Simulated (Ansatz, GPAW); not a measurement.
Na3OF: GLLB-SC, run from Python

These are simulated results from GPAW 26.7.0, not measurements. The cell was built from a prototype and was relaxed with r2SCAN in plane waves (Ansatz 0.2.0). It may be hypothetical. All runs are without spin polarisation.

The symmetry is Pm-3m (No. 221, cubic); a = 4.347 Å in the conventional setting, 16.43 Å³ an atom. F has 12 Na at 3.07 Å; O has 6 Na at 2.17 Å; Na has 2 O at 2.17 Å and 4 F at 3.07 Å.

GLLB-SC is a model potential. Its fundamental gap is the Kohn-Sham gap plus a derivative discontinuity, which the script evaluates at the band edges among the listed k points. Its total energy isn't variational and serves nothing here.

run.py reads:

```python
import json
from ase import Atoms
from gpaw import GPAW, PW, FermiDirac

atoms = Atoms(['F', 'O', 'Na', 'Na', 'Na'],
              cell=[[4.34681973, 0.0, 0.0], [0.0, 4.34681973, 0.0], [0.0, 0.0, 4.34681973]],
              scaled_positions=[[0.0, 0.0, 0.0], [0.5, 0.5, 0.5], [0.5, 0.5, 0.0], [0.5, 0.0, 0.5], [0.0, 0.5, 0.5]],
              pbc=True)
calc = GPAW(mode=PW(400), xc='GLLBSC', kpts={'size': (4, 4, 4), 'gamma': True},
            occupations=FermiDirac(0.02), maxiter=100, legacy_gpaw=True, txt='gpaw.txt')
atoms.calc = calc
res = {'energy': atoms.get_potential_energy(force_consistent=True)}
res['electrons'] = calc.get_number_of_electrons()
res['k'] = calc.get_ibz_k_points().tolist()
res['levels'] = [calc.get_eigenvalues(kpt=i).tolist() for i in range(len(res['k']))]
points = [[0.0, 0.0, 0.0], [0.0, 0.5, 0.0], [0.5, 0.5, 0.0], [0.5, 0.5, 0.5]]
bands = calc.fixed_density(kpts=points, symmetry='off', nbands=round(res['electrons']) // 2 + 6, convergence={'bands': -2}, txt='bands.txt')
res['points'] = [bands.get_eigenvalues(kpt=i).tolist() for i in range(len(points))]
homo, lumo = bands.get_homo_lumo()
potential = calc.hamiltonian.xc.response.calculate_discontinuity_potential(homo, lumo)
res['discontinuity'] = bands.hamiltonian.xc.response.calculate_discontinuity(potential)
json.dump(res, open('results.json', 'w'))
print('free energy (eV):', round(res['energy'], 5))
```

Command: `python run.py`. It took 13 s on 1 thread of Arm Neoverse V2 (shared host), peak memory 0.17 GiB.

The log gpaw.txt, trimmed of paths, versions and times, then the last line on the terminal. An iter line gives the energy in eV and the logarithms of the changes of orbitals (plane waves alone) and density (c: converged):

```
___ ___ ___ _ _ _
 |   |   |_  | | | |

 | | | | | . | | | |

 |__ |  _|___|_____|  26.7.0
 |___|_|

Input parameters:
  kpts: {gamma: True,
         size: (4, 4, 4)}
  maxiter: 100
  mode: {ecut: 400.0,
         name: pw}
  occupations: {fixmagmom: False,
                name: fermi-dirac,
                width: 0.02}
  xc: GLLBSC

System changes: positions, numbers, cell, pbc, initial_charges, initial_magmoms

Initialize ...

species:
  F:
    name:    Fluorine
    Z:       9.0
    valence: 7
    core:    2
    charge:  0.0  # [|e|]
    compensation charges:
      type: gauss
      rc: 0.20  # [Å]
      lmax: 2
    cutoffs:
      filter: 1.14  # [Å]
      core: 0.74  # [Å]
    projectors
    | kind |    occ | energy [eV] | rcut [Å] |

    |------|--------|-------------|----------|

    |   2s |  2.000 |     -36.122 |    0.635 |

    |   2p |  5.000 |     -16.598 |    0.635 |

    |    s |        |      -8.911 |    0.635 |

    |    p |        |      10.613 |    0.635 |

    |    d |        |       0.000 |    0.635 |

    Using partial waves for F as LCAO basis

  O:
    name:    Oxygen
    Z:       8.0
    valence: 6
    core:    2
    charge:  0.0  # [|e|]
    compensation charges:
      type: gauss
      rc: 0.21  # [Å]
      lmax: 2
    cutoffs:
      filter: 1.17  # [Å]
      core: 0.83  # [Å]
    projectors
    | kind |    occ | energy [eV] | rcut [Å] |

    |------|--------|-------------|----------|

    |   2s |  2.000 |     -28.986 |    0.688 |

    |   2p |  4.000 |     -13.358 |    0.598 |

    |    s |        |      -1.774 |    0.688 |

    |    p |        |      13.853 |    0.598 |

    |    d |        |       0.000 |    0.619 |

    Using partial waves for O as LCAO basis

  Na:
    name:    Sodium
    Z:       11.0
    valence: 7
    core:    4
    charge:  0.0  # [|e|]
    compensation charges:
      type: gauss
      rc: 0.37  # [Å]
      lmax: 2
    cutoffs:
      filter: 2.17  # [Å]
      core: 2.51  # [Å]
    projectors
    | kind |    occ | energy [eV] | rcut [Å] |

    |------|--------|-------------|----------|

    |   3s |  1.000 |      -3.912 |    1.201 |

    |   2p |  6.000 |     -30.109 |    1.217 |

    |   3p |  0.000 |      -2.230 |    1.217 |

    |    s |        |      23.299 |    1.201 |

    |    d |        |       0.000 |    1.238 |

    Using partial waves for Na as LCAO basis

Reference energy: -17961.183727  # eV

Spin-paired calculation

Convergence criteria:
 Maximum [total energy] change in last 3 cyles: 0.0005 eV / valence electron
 Maximum integral of absolute [dens]ity change: 0.0001 electrons / valence electron
 Maximum integral of absolute [eigenst]ate change: 4e-08 eV^2 / valence electron
 Maximum number of scf [iter]ations: 100
 (Square brackets indicate name in SCF output, whereas a 'c' in
 the SCF output indicates the quantity has converged.)

Symmetries present (total): 48

  ( 1  0  0)  ( 1  0  0)  ( 1  0  0)  ( 1  0  0)  ( 1  0  0)  ( 1  0  0)
  ( 0  1  0)  ( 0  1  0)  ( 0  0  1)  ( 0  0  1)  ( 0  0 -1)  ( 0  0 -1)
  ( 0  0  1)  ( 0  0 -1)  ( 0  1  0)  ( 0 -1  0)  ( 0  1  0)  ( 0 -1  0)

  ( 1  0  0)  ( 1  0  0)  ( 0  1  0)  ( 0  1  0)  ( 0  1  0)  ( 0  1  0)
[... 23 lines left out ...]
  (-1  0  0)  (-1  0  0)  (-1  0  0)  (-1  0  0)  (-1  0  0)  (-1  0  0)
  ( 0  0  1)  ( 0  0  1)  ( 0  0 -1)  ( 0  0 -1)  ( 0 -1  0)  ( 0 -1  0)
  ( 0  1  0)  ( 0 -1  0)  ( 0  1  0)  ( 0 -1  0)  ( 0  0  1)  ( 0  0 -1)

64 k-points: 4 x 4 x 4 Monkhorst-Pack grid + [1/8,1/8,1/8]
10 k-points in the irreducible part of the Brillouin zone
       k-points in crystal coordinates                weights
   0:     0.00000000    0.00000000    0.00000000          1/64
   1:     0.25000000    0.00000000    0.00000000          6/64
   2:     0.25000000    0.25000000    0.00000000         12/64
   3:     0.25000000    0.25000000    0.25000000          8/64
   4:     0.50000000    0.00000000    0.00000000          3/64
   5:     0.50000000    0.25000000    0.00000000         12/64
   6:     0.50000000    0.25000000    0.25000000         12/64
   7:     0.50000000    0.50000000    0.00000000          3/64
   8:     0.50000000    0.50000000    0.25000000          6/64
   9:     0.50000000    0.50000000    0.50000000          1/64

Wave functions: Plane wave expansion
  Cutoff energy: 400.000 eV
  Number of coefficients (min, max): 1462, 1503
  Pulay-stress correction: 0.000000 eV/Ang^3 (de/decut=0.000000)
  Using FFTW library
  ScaLapack parameters: grid=1x1, blocksize=None
  Wavefunction extrapolation:
    Improved wavefunction reuse through dual PAW basis

Occupation numbers: Fermi-Dirac:
  width: 0.0200  # eV

Eigensolver
   Davidson(niter=2)

Densities:
  Coarse grid: 21*21*21 grid
  Fine grid: 42*42*42 grid
  Total Charge: 0.000000

Density mixing:
  Method: separate
  Backend: msr1
  Linear mixing parameter: 0.05
  old densities: 10
  Width of damping distribution: 1.1
  Damping of long wavelength oscillations: 20

Hamiltonian:
  XC and Coulomb potentials evaluated on a 42*42*42 grid
  Using the GLLBSC Exchange-Correlation functional
  External potential:
    NoExternalPotential

XC parameters: GLLBSC functional being used consists of
  -----------------------------------------------------------------------
  | Weight | Module     | Description                                   |

  -----------------------------------------------------------------------
  |  1.000 | SCREENING  | GGA_X_PBE_SOL with 2 nearest neighbor stencil |

  |  1.000 | RESPONSE   | eps=0.0500 eV                                 |

  |  1.000 | XC         | GGA_C_PBE_SOL with 2 nearest neighbor stencil |

  -----------------------------------------------------------------------

Memory estimate:
  Process memory now: 111.81 MiB
  Calculator: 16.96 MiB
    Density: 5.62 MiB
      Arrays: 1.84 MiB
      Localized functions: 2.37 MiB
      Mixer: 1.41 MiB
    Hamiltonian: 1.26 MiB
      Arrays: 1.20 MiB
      XC: 0.00 MiB
      Poisson: 0.00 MiB
      vbar: 0.06 MiB
    Wavefunctions: 10.07 MiB
      Arrays psit_nG: 5.73 MiB
      Eigensolver: 0.78 MiB
      Projections: 0.25 MiB
      Projectors: 2.73 MiB
      PW-descriptor: 0.58 MiB

Total number of cores used: 1

Number of atoms: 5
Number of atomic orbitals: 29
Number of bands in calculation: 25
Number of valence electrons: 34
Bands to converge: occupied

... initialized

Initializing position-dependent things.

Density initialized from atomic densities
Creating initial wave functions:
  25 bands from LCAO basis set

    .----------.
   /|          |

  / |          |

 *  |          |

 | Na   O      |

 |  .--Na------.
 | /    Na    /
 |/          /
 F----------*
Positions:
   0 F      0.000000    0.000000    0.000000    ( 0.0000,  0.0000,  0.0000)
   1 O      2.173410    2.173410    2.173410    ( 0.0000,  0.0000,  0.0000)
   2 Na     2.173410    2.173410    0.000000    ( 0.0000,  0.0000,  0.0000)
   3 Na     2.173410    0.000000    2.173410    ( 0.0000,  0.0000,  0.0000)
   4 Na     0.000000    2.173410    2.173410    ( 0.0000,  0.0000,  0.0000)

Unit cell:
           periodic     x           y           z      points  spacing
  1. axis:    yes    4.346820    0.000000    0.000000    21     0.2070
  2. axis:    yes    0.000000    4.346820    0.000000    21     0.2070
  3. axis:    yes    0.000000    0.000000    4.346820    21     0.2070

  Lengths:   4.346820   4.346820   4.346820
  Angles:   90.000000  90.000000  90.000000

Effective grid spacing dv^(1/3) = 0.2070

iter:   1   -25.316541
iter:   2   -25.858265   -1.45  -1.05
iter:   3   -15.385237   -0.45  -1.04
iter:   4   -16.657906   -1.50  -1.14
iter:   5   -17.568135   -1.11  -1.43
iter:   6   -16.037096   -2.29  -1.56
iter:   7   -15.354311   -2.18  -2.20
iter:   8   -15.705096   -3.11  -2.11
iter:   9   -15.748233   -3.61  -3.15
iter:  10   -15.670374   -4.74  -3.07
iter:  11   -15.644740   -5.08  -3.57
iter:  12   -15.648257   -6.20  -3.45
iter:  13   -15.657178c  -5.42  -3.55
iter:  14   -15.660183c  -6.23  -4.11c
iter:  15   -15.658948c  -7.73c -4.38c

Converged after 15 iterations.

Energy contributions relative to reference atoms: (reference = -17961.183727)

Kinetic:        +18.257010
Potential:       -7.767240
External:        +0.000000
XC:             -26.349134
Entropy (-ST):   -0.000000
Local:           +0.200415
SIC:             +0.000000
--------------------------
Free energy:    -15.658948
Extrapolated:   -15.658948

GLLBSC response reference energy: -2.80836 eV (from HOMO)

Showing only first 2 kpts
 Kpt  Band  Eigenvalues  Occupancy
  0    15     -2.81791    2.00000
  0    16     -2.81791    2.00000
  0    17      1.48867    0.00000
  0    18      7.68817    0.00000

  1    15     -2.80896    2.00000
  1    16     -2.80895    2.00000
  1    17      2.23883    0.00000
  1    18      6.21179    0.00000

Fermi level: -0.17409

Gap: 4.296 eV
Transition (v -> c):
  (s=0, k=4, n=16, [0.50, 0.00, 0.00]) -> (s=0, k=0, n=17, [0.00, 0.00, 0.00])
Direct/indirect transitions are different
Direct gap: 4.307 eV
Transition at: (s=0, k=0, n=16, [0.00, 0.00, 0.00])

free energy (eV): -15.65895
```

The gap in the log is over the mesh alone; results.json adds the listed points. GLLB-SC gives a gap of 6.32 eV (4.296 eV Kohn-Sham over the listed points plus 2.029 eV discontinuity). On the same cell, plane-wave PBE (Ansatz, 6×6×6 k points and the special points) gives a gap of 2.02 eV and r2SCAN a gap of 2.48 eV; on shared hosts these took about 2.5 and 5.9 core-seconds on the 5-atom cell, against 13 for the script. Semilocal gaps usually lie below measured ones.
